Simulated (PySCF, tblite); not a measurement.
**C₆H₆F₂: geometry, infrared bands, NMR shifts, spin-spin couplings and electronic excitations**

Aim: predict the infrared bands, NMR shifts, spin-spin couplings and electronic excitations of C₆H₆F₂ (`FC1=CCC=C[C@@H]1F`).

Programs: tblite 0.8.0 and PySCF 2.14.0, with density-fitted response routines of our own. Each step states its level of theory. These are calculated values for one molecule in the gas phase, unless marked as measured. Atoms count from 0, in the outputs and in this text.

**1. Starting geometry**

14 atoms, charge 0, multiplicity 1; geometry from: force field or distance geometry start.

Bonds of the start (Å): F0–C1 1.35, C1–C2 1.34, C2–C3 1.49, C3–C4 1.51, C4–C5 1.35, C5–C6 1.51, C6–F7 1.37, C6–C1 1.51, C2–H8 1.09, C3–H9 1.09, C3–H10 1.10, C4–H11 1.09, C5–H12 1.08, C6–H13 1.09.

**2. Geometry optimisation with GFN2-xTB**

The job: settings as JSON, then the geometry in Å.

```
{"job": {"kind": "relax", "xc": "GFN2-xTB", "basis": "xTB"}, "charge": 0, "multiplicity": 1}
F      0.460800     2.689700    -0.336300
C      0.222900     1.373000    -0.179000
C     -0.927100     0.992000     0.389700
C     -1.315900    -0.431400     0.607500
C     -0.272800    -1.419600     0.157500
C      0.887500    -1.043800    -0.410200
C      1.283100     0.398300    -0.633000
F      2.463900     0.642700     0.022300
H     -1.639900     1.756400     0.691200
H     -2.258200    -0.647400     0.094700
H     -1.496500    -0.594600     1.684400
H     -0.490000    -2.477500     0.291800
H      1.612500    -1.789700    -0.702500
H      1.469000     0.551500    -1.700300
```

Started as:

```
$ OMP_NUM_THREADS=1 python probes_run.py task.json out
```

The driver reads the jobs from task.json and runs them one after another.

**Question.** This job is followed by: GFN2-xTB harmonic vibrations, gas phase; PBE0-D3(BJ)/def2-SVP geometry optimisation, gas phase; GIAO PBE0/pcSseg-1 NMR shielding, non-relativistic, gas phase; B3LYP/pcJ-1 indirect spin-spin coupling, non-relativistic, gas phase; TDDFT CAM-B3LYP/def2-SVPD, vertical, gas phase, core orbitals frozen in the response; GIAO B3LYP/pcSseg-1 NMR shielding, non-relativistic, gas phase. What will the session give for the following? strongest single infrared mode (GFN2-xTB); zero-point energy (GFN2-xTB); point group; rotational constants (main isotopes); ¹³C shifts against TMS (PBE0/pcSseg-1); ¹H shifts against TMS (PBE0/pcSseg-1); ¹⁹F shifts against CFCl3 (PBE0/pcSseg-1); largest coupling of the table (B3LYP/pcJ-1); lowest singlet (CAM-B3LYP/def2-SVPD); brightest single state of those computed; lowest triplet; vertical ionisation energy (ΔSCF); range of the shift of F0.

The runs gave:

| quantity | value |
| --- | --- |
| strongest single infrared mode (GFN2-xTB) | 1144 cm⁻¹, 86 km/mol |
| zero-point energy (GFN2-xTB) | 64.6 kcal/mol |
| point group | C1 |
| rotational constants (main isotopes) | 2.95, 2.13, 1.33 GHz |
| ¹³C shifts against TMS (PBE0/pcSseg-1) | 164.6, 138.3, 132.5, 110.5, 80.4, 30.3 ppm |
| ¹H shifts against TMS (PBE0/pcSseg-1) | 6.20, 6.17, 5.60, 5.38, 3.02, 2.83 ppm |
| ¹⁹F shifts against CFCl3 (PBE0/pcSseg-1) | -111.3, -186.8 ppm |
| largest coupling of the table (B3LYP/pcJ-1) | ¹J(F,C) F0–C1, -332.1 Hz |
| lowest singlet (CAM-B3LYP/def2-SVPD) | 6.58 eV (188 nm), f = 0.053 |
| brightest single state of those computed | state 6, 7.72 eV, f = 0.475 |
| lowest triplet | 4.28 eV |
| vertical ionisation energy (ΔSCF) | 9.72 eV |
| range of the shift of F0 | -113.7 to -111.3 ppm |

In words: Over 56 steps the energy fell by 0.090 eV; of the close pairs, C6–F7 changed most, 1.372 to 1.401 Å (GFN2-xTB). All 36 modes are real, so the xTB geometry is a minimum. The strongest single mode, at 1144 cm⁻¹, is spread over many atoms; the largest shares are those of H9, C1. Unscaled tight-binding wavenumbers are off by several per cent, some by more. Its intensities can rank the bands wrongly. Relaxing lowered the energy by 0.123 eV in 7 steps; the close pair that moved most is C5–H12, from 1.063 to 1.094 Å (PBE0/def2-SVP). At PBE0/pcSseg-1: The largest span, 233 ppm, is at C4, where the paramagnetic term is -209 ppm. In the run at B3LYP/pcJ-1, the largest coupling of the table is F0–C1, -332.1 Hz, of which the Fermi-contact term gives -320.3 Hz. Couplings across rotatable bonds belong to this one conformer; where others are populated, the observed values are averages. Density functionals describe couplings to fluorine poorly, F–F couplings above all, so those rows are rough. The first singlet state (HOMO→LUMO 0.82, HOMO→LUMO+1 0.15) lies at 6.58 eV and is bright; of the 10 states computed, the strongest absorption comes from state 6 at 7.72 eV. The lowest triplet lies 2.30 eV below the lowest singlet (triplets in Tamm-Dancoff, singlets in full TDDFT). ΔSCF puts the ionisation energy at 9.72 eV, 0.87 eV above −ε(HOMO). Across the 2 runs the shift of F0 moves most, between -113.7 (B3LYP/pcSseg-1) and -111.3 ppm (PBE0/pcSseg-1).
